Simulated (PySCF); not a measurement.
# B2F2H5PSi: the cost of one run

Computed with PySCF 2.14.0, with density-fitted response routines of our own, on a single molecule in the gas phase. Atoms are numbered from 0 throughout.

## Step 1: The molecule as given

11 atoms, charge 0, multiplicity 1; geometry from: GFN2-xTB. The atoms were then displaced at random by about 0.01 Å, so the start is not that level's minimum.

Bonds of the start (Å): B0–P1 1.86, P1–Si2 2.27, Si2–B3 1.95, B3–F4 1.32, B3–F5 1.34, B0–H6 1.14, B0–H7 1.18, P1–H8 1.39, Si2–H9 1.46, Si2–H10 1.47.

## Step 2: Geometry optimisation at PBE0-D3(BJ)/def2-SVP

Job settings and geometry (Å):

```
{"job": {"xc": "PBE0", "basis": "def2-SVP", "d3": "d3bj", "grid": 1, "shake": 0.01, "kind": "geom"}, "charge": 0, "multiplicity": 1}
B      1.774430    -0.832940    -0.384450
P      1.102050     0.555460     0.651660
Si    -0.817510     1.201840    -0.371790
B     -1.402280    -0.393820    -1.330130
F     -1.167790    -0.653990    -2.604450
F     -2.023700    -1.414880    -0.730740
H      2.071530    -1.832880     0.081260
H      1.984210    -0.578260    -1.522540
H      0.586930    -0.104050     1.766300
H     -0.419390     2.341800    -1.193680
H     -1.650370     1.685900     0.742640
```

On the command line:

```bash
$ OMP_NUM_THREADS=1 python probes_run.py task.json out
```

One launch serves the whole session: the jobs run in the order shown.

Q: Estimate the wall time and peak memory of this first job on 1 thread of Arm Neoverse V2, shared host.

About 2.6 min, with a peak of 0.51 GiB.
